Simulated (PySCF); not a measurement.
# CoOOH: relaxation and vibrations of the triplet

The task is one start of a wider search on CoOOH: the triplet, from a linear start. It is relaxed, tested by its Hessian and followed downhill if it is a saddle.

Method: PBE0, basis Co def2-TZVP, O def2-TZVP, H def2-TZVP, no relativity, density fitting; program: PySCF 2.14.0.

## 1. Where the work starts

4 atoms, charge 0, spin multiplicity 3.

Bond lengths: Co1–O2 1.600 Å, Co1–O3 1.740 Å, O3–H4 0.960 Å. Angles: O2–Co1–O3 180.0°, Co1–O3–H4 130.0°.

```xyz
4
charge 0 multiplicity 3
Co    0.0000    0.0000    0.0000
O     0.0000    0.0000    1.6000
O     0.0000    0.0000   -1.7400
H     0.7354    0.0000   -2.3571
```

## 2. First SCF at the start

The steps below are one call of a driver around PySCF. For each, scf.py gives the equivalent set-up of the SCF; relaxations use the driver's own optimiser. After this first run the driver tries any further starts and a stability analysis.

The input, scf.py:

```python
from pyscf import gto, scf, dft
mol = gto.M(atom='''
Co     0.000000     0.000000     0.000000
O      0.000000     0.000000     1.600000
O      0.000000     0.000000    -1.740000
H      0.735400     0.000000    -2.357100''',
    basis={'Co': 'def2-TZVP', 'O': 'def2-TZVP', 'H': 'def2-TZVP'},
    charge=0, spin=2)
mf = dft.UKS(mol, xc='PBE0')
mf.grids.atom_grid = (50, 194)
aux = {'Co': 'def2-universal-JKFIT', 'O': 'def2-universal-JKFIT', 'H': 'def2-universal-JKFIT'}
mf = mf.density_fit(auxbasis=aux)
mf.conv_tol = 1e-08
mf.diis_space = 10
mf.max_cycle = 60
mf.init_guess = 'minao'
mf.verbose = 4
mf.kernel()
```

Launch:

```console
$ OMP_NUM_THREADS=4 python axn.py task.json out
```

After this run come: Linear start, triplet: relaxation; Frequencies.

Q: Predict the outcome of this session. Wanted: minimum; geometry; wavenumbers; dipole moment; highest occupied, lowest empty level; polar-tensor charge of Co1; zero-point energy; atomisation energy; ⟨S²⟩.

**Answer**, as computed:

| quantity | value |
| --- | --- |
| minimum | broken-symmetry (Ms = 1), Cs |
| geometry | Co–O 1.733 Å, Co–O 1.758 Å, O–H 0.956 Å; Co–O–H 127.0°, O–Co–O 176.4° |
| wavenumbers (cm⁻¹) | 91 (a''), 167 (a'), 507 (a'), 598 (a'), 744 (a'), 3943 (a') |
| dipole moment | 2.05 D |
| highest occupied, lowest empty level (either spin) | -7.90, -3.73 eV |
| polar-tensor charge of Co1 | +1.17 e |
| zero-point energy | 36.2 kJ/mol |
| entropy at 298.15 K | 290.1 J/(mol K) |
| atomisation energy (no zero-point energy) | 1123 kJ/mol |
| ⟨S²⟩ | 2.923 |

**Reading.** The molecule stays Cs, as typed, and the end point is a minimum. The determinant is spin-contaminated (⟨S²⟩ = 2.92 against 2.00), so it is no pure spin state. The strongest infrared band lies at 744 cm⁻¹ (a'). Only this shape and spin were tried, so other structures or states may lie lower. One determinant may miss the lowest occupation of an open d or f shell.
